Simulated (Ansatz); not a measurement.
# U-r2SCAN/STO-3G run of SiH3O (SMILES O[SiH2])

Aim: the electronic atomisation energy of SiH3O at U-r2SCAN/STO-3G, from 4 runs. 

The calculation is run with Ansatz 0.2.0.

49 further runs of the same task are left out: 49 set aside as unsound or not needed.

## 1. The structure to begin with

SiH3O has 5 atoms, charge 0, and is taken as a doublet. SMILES: `O[SiH2]`. The coordinates come from a GFN2-xTB relaxation. This is one conformer, not always the lowest.

Bond lengths: O1–Si2 1.639 Å, O1–H3 0.952 Å, Si2–H4 1.458 Å, Si2–H5 1.448 Å. Angles: O1–Si2–H4 110.9°, O1–Si2–H5 101.7°, Si2–O1–H3 122.7°, H4–Si2–H5 117.6°.

## 2. The energy at U-r2SCAN/STO-3G

run.yaml

```yaml
crystal:
  periodic: [false, false, false]
  atoms:
    - symbol: O
      position_ang: [0.557310, -0.433760, 0.798460]
    - symbol: Si
      position_ang: [0.001930, 0.341950, -0.533940]
    - symbol: H
      position_ang: [0.725690, -1.370660, 0.814800]
    - symbol: H
      position_ang: [-1.244820, -0.253580, -1.000760]
    - symbol: H
      position_ang: [-0.040110, 1.716040, -0.078560]
basis:
  gaussian: {orbitals: STO-3G}
hamiltonian: {xc: r2scan}
accuracy: high
magnetization: {spin_polarized: true, initial_magnetization: 1}
```

Run with:

```sh
$ ansatz run run.yaml --threads 1 --pin off --max-ram 2610MiB --events-out events.jsonl --progress --plain --runs-dir runs
```

What it wrote:

```text
Warning: RAYON_NUM_THREADS=1 ignored (pool sized by the plan → 1); use --threads N
Functional definition: r2SCAN
  name "r2SCAN"
  parameter k0 = 0.174
  parameter k1 = 0.065
  parameter a1 = 4.9479
  exchange = r2scan_x(k0 = k0, k1 = k1, a1 = a1)
  correlation = r2scan_c
290 factors; integrals over basis functions are off by at most 3.1e-8 eV
mean field evaluation 1: about -9848.8121 eV, gradient 1.3e1 eV
mean field evaluation 2: about -9845.9768 eV, gradient 2.5e1 eV
mean field evaluation 4: about -9849.9212 eV, gradient 3.8e-1 eV
mean field evaluation 8: about -9849.8848 eV, gradient 5.3e-3 eV
mean field evaluation 16: about -9849.8848 eV, gradient 7.3e-7 eV
mean field -9849.88483133 eV, -361.9765910598 hartree, gradient 1.8e-8 eV, S^2 0.750635; 0 other end points of the search recorded, 0 dependent functions left out
reference -9849.88483218 eV, -361.9765910908 hartree; 13, 12 occupied and 4, 5 virtual orbitals, 290 factors
Total energy: -9849.88483218 eV, -361.9765910908 hartree
```

It took 3.9 s on 1 thread of Arm Neoverse V1, shared host; peak memory 0.21 GiB.

## 3. The H atom

in.yaml

```yaml
crystal:
  periodic: [false, false, false]
  atoms:
    - {symbol: H, position_ang: [0.000000, 0.000000, 0.000000]}
basis:
  gaussian: {orbitals: STO-3G}
magnetization: {spin_polarized: true, initial_magnetization: 1}
hamiltonian: {xc: {name: r2SCAN}}
accuracy: high
```

Run with:

```sh
$ ansatz run in.yaml --threads 1 --pin off --max-ram 2610MiB --events-out events.jsonl --progress --plain --runs-dir runs
```

What it wrote, shortened:

```text
Warning: RAYON_NUM_THREADS=1 ignored (pool sized by the plan → 1); use --threads N
[... 7 set-up lines as earlier in the session ...]
1 factors; integrals over basis functions are off by at most 4.6e-10 eV
mean field evaluation 1: about -12.6930 eV, gradient 0.0e0 eV
mean field evaluation 2: about -12.6930 eV, gradient 0.0e0 eV
mean field -12.69300701 eV, -0.4664594041 hartree, gradient 0.0e0 eV, S^2 0.750000; 0 other end points of the search recorded, 0 dependent functions left out
reference -12.69300747 eV, -0.4664594207 hartree; 1, 0 occupied and 0, 1 virtual orbitals, 1 factors
Total energy: -12.69300747 eV, -0.4664594207 hartree
```

It took 0.34 s on 1 thread of Arm Neoverse V1, shared host.

## 4. The O atom at the same level

run.yaml

```yaml
crystal:
  periodic: [false, false, false]
  atoms:
    - symbol: O
      position_ang: [0.000000, 0.000000, 0.000000]
basis:
  gaussian: {orbitals: STO-3G}
magnetization: {spin_polarized: true, initial_magnetization: 2}
hamiltonian: {xc: {name: r2SCAN}}
accuracy: high
```

Run the same way, it converges to -74.01525 Eh (log not shown).

## 5. The Si atom

in.yaml

```yaml
crystal:
  periodic: [false, false, false]
  atoms:
    - {symbol: Si, position_ang: [0.000000, 0.000000, 0.000000]}
basis:
  gaussian: {orbitals: STO-3G}
magnetization: {spin_polarized: true, initial_magnetization: 2}
hamiltonian: {xc: {name: r2SCAN}}
accuracy: high
```

Run the same way, it converges to -285.91246 Eh (log not shown).

## 6. Results

Level: U-r2SCAN/STO-3G.

| quantity | value |
| --- | --- |
| molecule: total energy | -361.97659 Eh |
| molecule: ⟨S²⟩ | 0.751 |
| H atom: total energy | -0.46646 Eh |
| H atom: ⟨S²⟩ | 0.750 |
| O atom: total energy | -74.01525 Eh |
| O atom: ⟨S²⟩ | 2.000 |
| Si atom: total energy | -285.91246 Eh |
| Si atom: ⟨S²⟩ | 2.000 |
| electronic atomisation energy | 17.674 eV |

In words: Taking the molecule apart into free atoms costs 17.67 eV (1705 kJ/mol), before zero-point energy and without spin-orbit coupling. In a minimal basis such a difference can be off by several eV, whatever the method.
